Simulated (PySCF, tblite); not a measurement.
# C₄H₅ClF₂O: dynamics, then NMR shifts on frames, part 2 of 2

tblite 0.8.0 and PySCF 2.14.0. Atoms count from 0. Earlier steps stand in the parts before.

## 5. Nuclear shieldings: 625 fs, PBE0/pcSseg-1

Job settings and geometry (Å):

```
{"job": {"kind": "nmr", "xc": "PBE0", "basis": "pcSseg-1", "pop": false}, "charge": 0, "multiplicity": 1}
C     -2.441200    -0.424300     2.282800
C     -1.911000    -0.634500     1.104800
F     -2.111900    -1.710900     0.424200
O     -1.151500     0.250200     0.405500
C     -0.245800    -0.203300    -0.566200
C      0.937400    -0.748000     0.203200
F      1.505300     0.293700     0.807400
Cl     2.223400    -1.638600    -0.709900
H     -2.190600     0.541400     2.755000
H     -3.140000    -1.166700     2.746600
H     -0.757400    -0.937500    -1.121700
H     -0.046900     0.724200    -1.165100
H      0.661500    -1.491400     0.960300
```

With the program's defaults for keys left out, this is: GIAO PBE0/pcSseg-1 NMR shielding, non-relativistic, gas phase.

The program printed:

```text
coarse grid: 12328 points
cycle   1  E = -889.6254408443  dE =  1.316e+00  |g| = 8.441e-01  |ddm| = 3.191e+00
cycle   2  E = -889.4909050867  dE =  1.345e-01  |g| = 1.211e+00  |ddm| = 1.251e+00
cycle   3  E = -889.7540431077  dE = -2.631e-01  |g| = 9.185e-02  |ddm| = 7.929e-01
cycle   4  E = -889.7554052397  dE = -1.362e-03  |g| = 4.608e-02  |ddm| = 9.632e-02
cycle   5  E = -889.7557195572  dE = -3.143e-04  |g| = 1.064e-02  |ddm| = 3.121e-02
cycle   6  E = -889.7557389602  dE = -1.940e-05  |g| = 3.553e-03  |ddm| = 8.980e-03
cycle   7  E = -889.7557416532  dE = -2.693e-06  |g| = 1.137e-03  |ddm| = 3.112e-03
final grid: 117856 points
cycle   8  E = -889.8254434128  dE = -3.488e-05  |g| = 1.118e-02  |ddm| = 2.164e-02
cycle   9  E = -889.8254138859  dE =  2.953e-05  |g| = 1.696e-02  |ddm| = 1.586e-02
cycle  10  E = -889.8254654522  dE = -5.157e-05  |g| = 1.371e-03  |ddm| = 1.034e-02
cycle  11  E = -889.8254658291  dE = -3.768e-07  |g| = 3.965e-04  |ddm| = 1.379e-03
cycle  12  E = -889.8254658608  dE = -3.171e-08  |g| = 1.112e-04  |ddm| = 3.858e-04
cycle  13  E = -889.8254658633  dE = -2.502e-09  |g| = 2.869e-05  |ddm| = 9.449e-05
cycle  14  E = -889.8254658634  dE = -1.487e-10  |g| = 9.818e-06  |ddm| = 2.217e-05
converged SCF energy = -889.8254658634

GIAO shielding tensors (ppm)
atom      isotropic    diamagn.    paramagn.     s11        s22        s33       span
  0 C      116.266     256.827    -140.561     43.886    142.722    162.190    118.304
  1 C       22.568     252.021    -229.453    -76.842     64.096     80.450    157.291
  2 F      282.085     475.989    -193.904    204.752    284.226    357.277    152.525
  3 O      215.441     398.470    -183.029    148.569    229.689    268.066    119.498
  4 C      117.473     244.978    -127.506     92.177    113.267    146.974     54.797
  5 C       81.138     241.849    -160.711     41.316     88.899    113.199     71.883
  6 F      330.193     474.306    -144.113    287.403    317.408    385.767     98.363
  7 Cl     713.245    1145.424    -432.179    400.481    695.730   1043.526    643.045
  8 H       27.157      29.987      -2.830     24.077     26.142     31.251      7.173
  9 H       26.605      26.445       0.160     23.986     24.810     31.018      7.032
 10 H       27.817      30.950      -3.133     23.315     29.416     30.721      7.406
 11 H       26.693      28.133      -1.440     22.101     26.756     31.223      9.123
 12 H       25.168      29.126      -3.958     21.088     24.475     29.942      8.854
```

Run time: 14 s. Hardware: 1 thread of Arm Neoverse V2, shared host; peak memory 0.79 GiB.

Key values: δ C1 164.4, C5 105.8, C0 70.7, C4 69.5, H12 6.55, H9 5.11 ppm.

## 6. NMR shieldings: 800 fs, PBE0/pcSseg-1

Job settings and geometry (Å):

```
{"job": {"kind": "nmr", "xc": "PBE0", "basis": "pcSseg-1", "pop": false}, "charge": 0, "multiplicity": 1}
C     -2.378100    -0.755600     2.402200
C     -1.953500    -0.744400     1.167200
F     -2.231600    -1.825900     0.308400
O     -1.500200     0.294700     0.378800
C     -0.400700    -0.111400    -0.493900
C      0.851400    -0.443900     0.270800
F      1.469900     0.732700     0.550300
Cl     1.924400    -1.444800    -0.802800
H     -2.230300     0.057200     3.079600
H     -2.846200    -1.646900     2.703400
H     -0.766300    -1.032300    -1.119800
H     -0.269400     0.769600    -1.162600
H      0.713500    -0.888900     1.237000
```

With the program's defaults for keys left out, this is: GIAO PBE0/pcSseg-1 NMR shielding, non-relativistic, gas phase.

The program printed:

```text
coarse grid: 12328 points
cycle   1  E = -889.6031471659  dE =  1.040e+00  |g| = 8.880e-01  |ddm| = 3.157e+00
cycle   2  E = -889.4049875323  dE =  1.982e-01  |g| = 1.388e+00  |ddm| = 1.346e+00
cycle   3  E = -889.7479760995  dE = -3.430e-01  |g| = 7.426e-02  |ddm| = 8.618e-01
cycle   4  E = -889.7489551544  dE = -9.791e-04  |g| = 3.945e-02  |ddm| = 9.021e-02
cycle   5  E = -889.7492223373  dE = -2.672e-04  |g| = 1.234e-02  |ddm| = 3.309e-02
cycle   6  E = -889.7492477250  dE = -2.539e-05  |g| = 3.465e-03  |ddm| = 9.753e-03
cycle   7  E = -889.7492503815  dE = -2.656e-06  |g| = 7.869e-04  |ddm| = 2.831e-03
final grid: 117856 points
cycle   8  E = -889.8207947321  dE = -3.668e-05  |g| = 1.244e-02  |ddm| = 2.321e-02
cycle   9  E = -889.8207542692  dE =  4.046e-05  |g| = 1.963e-02  |ddm| = 1.790e-02
cycle  10  E = -889.8208221237  dE = -6.785e-05  |g| = 1.293e-03  |ddm| = 1.150e-02
cycle  11  E = -889.8208224276  dE = -3.039e-07  |g| = 4.981e-04  |ddm| = 1.369e-03
cycle  12  E = -889.8208224721  dE = -4.451e-08  |g| = 1.466e-04  |ddm| = 4.185e-04
cycle  13  E = -889.8208224759  dE = -3.783e-09  |g| = 2.693e-05  |ddm| = 1.033e-04
cycle  14  E = -889.8208224760  dE = -1.532e-10  |g| = 9.932e-06  |ddm| = 2.410e-05
converged SCF energy = -889.8208224760

GIAO shielding tensors (ppm)
atom      isotropic    diamagn.    paramagn.     s11        s22        s33       span
  0 C      109.622     255.544    -145.922     27.422    132.714    168.729    141.306
  1 C       10.023     252.137    -242.114    -83.747     42.730     71.085    154.832
  2 F      238.686     475.779    -237.093    136.058    224.369    355.631    219.573
  3 O      176.160     395.115    -218.955    121.357    185.830    221.291     99.934
  4 C      102.503     245.965    -143.461     77.486     92.084    137.940     60.455
  5 C       75.468     243.609    -168.141     37.670     85.602    103.132     65.462
  6 F      315.258     474.119    -158.860    263.451    315.260    367.064    103.614
  7 Cl     686.759    1146.017    -459.258    347.078    677.140   1036.060    688.982
  8 H       27.324      30.608      -3.284     24.984     25.535     31.454      6.470
  9 H       27.601      27.924      -0.324     25.060     25.769     31.973      6.913
 10 H       25.081      28.188      -3.107     20.390     26.251     28.601      8.211
 11 H       26.559      28.726      -2.167     22.939     27.325     29.412      6.472
 12 H       25.387      29.947      -4.560     22.833     24.601     28.726      5.893
```

Wall time 14 s (1 thread of Arm Neoverse V2, shared host); peak memory 0.79 GiB.

Key values: δ C1 176.9, C5 111.5, C4 84.4, C0 77.3, H10 6.64, H12 6.33 ppm.

## 7. Shielding tensors: 1000 fs, PBE0/pcSseg-1

Job settings and geometry (Å):

```
{"job": {"kind": "nmr", "xc": "PBE0", "basis": "pcSseg-1", "pop": false}, "charge": 0, "multiplicity": 1}
C     -2.725200    -0.587900     2.480000
C     -2.148300    -0.869200     1.304100
F     -1.884300    -2.234400     1.061400
O     -1.694700    -0.082100     0.315100
C     -0.612700    -0.500000    -0.413000
C      0.704300    -0.522000     0.331400
F      1.354800     0.644900     0.406000
Cl     1.898700    -1.750700    -0.342800
H     -2.834100     0.387000     2.835700
H     -3.146700    -1.247800     3.154000
H     -0.777000    -1.466700    -0.849500
H     -0.602400     0.246300    -1.244300
H      0.452500    -0.717200     1.380700
```

With the program's defaults for keys left out, this is: GIAO PBE0/pcSseg-1 NMR shielding, non-relativistic, gas phase.

The program printed:

```text
coarse grid: 12328 points
cycle   1  E = -889.5959444917  dE =  1.207e+00  |g| = 8.844e-01  |ddm| = 3.184e+00
cycle   2  E = -889.3992775156  dE =  1.967e-01  |g| = 1.363e+00  |ddm| = 1.346e+00
cycle   3  E = -889.7414968708  dE = -3.422e-01  |g| = 9.744e-02  |ddm| = 8.762e-01
cycle   4  E = -889.7428330399  dE = -1.336e-03  |g| = 6.578e-02  |ddm| = 1.299e-01
cycle   5  E = -889.7437059526  dE = -8.729e-04  |g| = 1.437e-02  |ddm| = 5.262e-02
cycle   6  E = -889.7437484693  dE = -4.252e-05  |g| = 3.450e-03  |ddm| = 1.155e-02
cycle   7  E = -889.7437506921  dE = -2.223e-06  |g| = 1.013e-03  |ddm| = 2.500e-03
final grid: 117856 points
cycle   8  E = -889.8148493911  dE = -4.924e-05  |g| = 1.043e-02  |ddm| = 2.580e-02
cycle   9  E = -889.8148289094  dE =  2.048e-05  |g| = 1.505e-02  |ddm| = 1.399e-02
cycle  10  E = -889.8148689884  dE = -4.008e-05  |g| = 1.344e-03  |ddm| = 8.651e-03
cycle  11  E = -889.8148693212  dE = -3.328e-07  |g| = 4.709e-04  |ddm| = 1.400e-03
cycle  12  E = -889.8148693658  dE = -4.460e-08  |g| = 1.603e-04  |ddm| = 4.567e-04
cycle  13  E = -889.8148693711  dE = -5.309e-09  |g| = 3.101e-05  |ddm| = 1.223e-04
cycle  14  E = -889.8148693713  dE = -1.994e-10  |g| = 9.715e-06  |ddm| = 2.538e-05
converged SCF energy = -889.8148693713

GIAO shielding tensors (ppm)
atom      isotropic    diamagn.    paramagn.     s11        s22        s33       span
  0 C      112.798     252.334    -139.536     41.477    123.573    173.345    131.868
  1 C       12.539     249.658    -237.119    -78.843     46.200     70.261    149.104
  2 F      239.829     476.766    -236.936    139.671    252.902    326.915    187.244
  3 O      212.303     395.231    -182.928    149.526    229.544    257.840    108.313
  4 C      116.575     246.139    -129.564     90.055    112.560    147.109     57.054
  5 C       72.056     241.572    -169.516     40.121     73.771    102.277     62.156
  6 F      319.525     474.115    -154.589    258.566    294.895    405.115    146.549
  7 Cl     664.664    1145.953    -481.289    277.685    667.883   1048.422    770.737
  8 H       28.614      31.872      -3.258     26.037     26.923     32.881      6.844
  9 H       28.053      28.743      -0.691     25.730     26.566     31.862      6.133
 10 H       27.415      30.245      -2.830     22.903     28.533     30.810      7.907
 11 H       26.725      28.622      -1.897     22.089     27.598     30.489      8.400
 12 H       25.084      29.560      -4.477     22.867     24.021     28.363      5.495
```

Wall time 14 s (1 thread of Arm Neoverse V2, shared host); peak memory 0.79 GiB.

In short: δ C1 174.4, C5 114.9, C0 74.1, C4 70.4, H12 6.63, H11 4.99 ppm.

## 8. Side by side: NMR shifts

Shifts (ppm) of some atoms, chosen among heavy atoms and hydrogens apart, with basis size and wall time:

```
  frame    C0   H10    H8      F2      F6     O3  Cl7  functions  time
 250 fs  62.2  4.64  3.31   -88.3  -150.8  123.0  224        168  14 s
 425 fs  72.4  3.62  4.93   -92.0  -140.9  129.0  201        168  14 s
 625 fs  70.7  3.90  4.56  -111.1  -159.2  120.6  237        168  14 s
 800 fs  77.3  6.64  4.39   -67.7  -144.3  159.9  263        168  14 s
1000 fs  74.1  4.30  3.10   -68.9  -148.6  123.8  285        168  14 s
```

## 9. Results

This closing draws on all 2 parts.

| quantity | value |
| --- | --- |
| thermostat | 300 K |
| mean temperature, second half | 297 K |
| mean potential energy above the minimum | 0.44 eV |
| 13C shifts against TMS (PBE0/pcSseg-1, 250 fs) | 167.3, 113.1, 75.7, 62.2 ppm |
| 1H shifts against TMS (PBE0/pcSseg-1, 250 fs) | 6.59, 4.64, 4.60, 3.86, 3.31 ppm |
| 19F shifts against CFCl3 (PBE0/pcSseg-1, 250 fs) | -88.3, -150.8 ppm |
| 17O shifts against H2O (PBE0/pcSseg-1, 250 fs) | 123.0 ppm |
| 35Cl shifts against HCl (PBE0/pcSseg-1, 250 fs) | 224 ppm |
| range of the shift of Cl7 | 201 to 285 ppm |

In words: In the second half the potential energy averages 0.44 eV above the minimum; equipartition over 33 harmonic modes at 300 K would give 0.43 eV. With 13 atoms the temperature swings widely (165 to 401 K). Shifts at one fixed geometry are not the observed spectrum, which averages over the motion. In the first frame run (250 fs): Shielding is most anisotropic at Cl7 (span 601 ppm, paramagnetic term -419 ppm). In ppm, Cl7 moves most: its shift spreads over 84 ppm, from 201 (425 fs) to 285 (1000 fs).
